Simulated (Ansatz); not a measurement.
# CH₄F₂GeO: a ladder of functionals and wavefunction methods

The task here is to estimate one member of a computed series from the others.

The runs use Ansatz 0.2.0, Gaussian basis; functionals in def2-TZVPP, the program's frozen cores in correlated methods.

The runs, in order: PBE-D4, r2SCAN-D4, PBE0-D4, B3LYP-D4, ωB97X-V, ωB97M-V, B2PLYP; CCSD(T)/def2-TZVPP; MP2/def2-QZVPP; extrapolation to the limit.

### The relaxed structure

An earlier PBE0-D4 in a triple-zeta def2 set relaxation fixed the geometry.

SMILES `O[CH](F)[GeH2][F]`, 9 atoms, charge 0, spin multiplicity 1.

Atoms are counted from 1 here; the program's logs count them from 0.

Bond lengths: O1–C2 1.376 Å, O1–H6 0.964 Å, C2–F3 1.387 Å, C2–Ge4 1.984 Å, C2–H7 1.097 Å, Ge4–F5 1.743 Å, Ge4–H8 1.534 Å, Ge4–H9 1.532 Å. Angles: C2–O1–H6 109.9°, O1–C2–F3 110.4°, O1–C2–Ge4 107.1°, O1–C2–H7 112.6°, F3–C2–Ge4 109.2°, F3–C2–H7 105.6°, Ge4–C2–H7 111.9°, C2–Ge4–F5 105.2°, C2–Ge4–H8 111.8°, C2–Ge4–H9 111.7°, F5–Ge4–H8 106.1°, F5–Ge4–H9 107.1°, H8–Ge4–H9 114.3°.

Set-up of the first run:

File in.yaml:

```yaml
crystal:
  periodic: [false, false, false]
  atoms:
    - {symbol: O, position_ang: [-1.644216, -0.292464, 0.029354]}
    - {symbol: C, position_ang: [-0.493807, 0.292602, 0.505782]}
    - {symbol: F, position_ang: [-0.245730, -0.118169, 1.807064]}
    - {symbol: Ge, position_ang: [0.992776, -0.307151, -0.662403]}
    - {symbol: F, position_ang: [2.366600, 0.649977, -0.179206]}
    - {symbol: H, position_ang: [-2.411141, 0.081419, 0.476991]}
    - {symbol: H, position_ang: [-0.563512, 1.386665, 0.549462]}
    - {symbol: H, position_ang: [0.732296, 0.034523, -2.134848]}
    - {symbol: H, position_ang: [1.355133, -1.773702, -0.409397]}
basis:
  gaussian: {orbitals: def2-TZVPP}
hamiltonian: {xc: pbe, dispersion: d4}
output: {forces: true, orbitals: {seedname: orbitals}}
```

Started as:

```
> ansatz run in.yaml --threads 4 --pin off --events-out ev --progress --plain --max-ram 10444MiB
```

Steps of the session up to this table: PBE-D4 (GGA); r2SCAN-D4 (meta-GGA); PBE0-D4 (hybrid); B3LYP-D4 (hybrid); ωB97X-V (range-separated); ωB97M-V (range-separated); B2PLYP (double hybrid); CCSD(T) in def2-TZVPP; MP2 in def2-QZVPP.

One table of the session follows, with a row left open; its other results are not shown here.

| method | atomisation energy (kcal/mol) |
| --- | --- |
| PBE-D4 | 760.7 |
| r2SCAN-D4 | 745.2 |
| PBE0-D4 | 737.8 |
| B3LYP-D4 | 737.4 |
| ωB97X-V | 746.9 |
| ωB97M-V | 742.3 |
| B2PLYP | 733.4 |
| HF/def2-TZVPP | 510.1 |
| MP2/def2-TZVPP | 745.8 |
| CCSD/def2-TZVPP | 713.2 |
| CCSD(T)/def2-TZVPP | ? |
| MP2/CBS | 765.4 |
| CCSD(T)/CBS | 746.0 |

Q: Estimate the row for CCSD(T)/def2-TZVPP from the others.

**Answer.** atomisation energy (kcal/mol): 726.5. In the column «atomisation energy (kcal/mol)» it lies between CCSD/def2-TZVPP (713.2) and B2PLYP (733.4).

Among the levels timed on like hardware and quicker than the yardstick, those that no quicker one beats, quickest first: PBE-D4 (1.8 s, +14.7 kcal/mol); PBE0-D4 (2.2 s, -8.2 kcal/mol); r2SCAN-D4 (3.3 s, -0.8 kcal/mol).

B2PLYP carry no dispersion term (for B3LYP, D4 adds 5.8 kcal/mol).

To keep in mind: Free atoms (1 O, 1 C, 2 F, 1 Ge, 4 H) were run apart at each level; the atomisation energy is their sum less the molecule, without zero-point or spin-orbit terms.
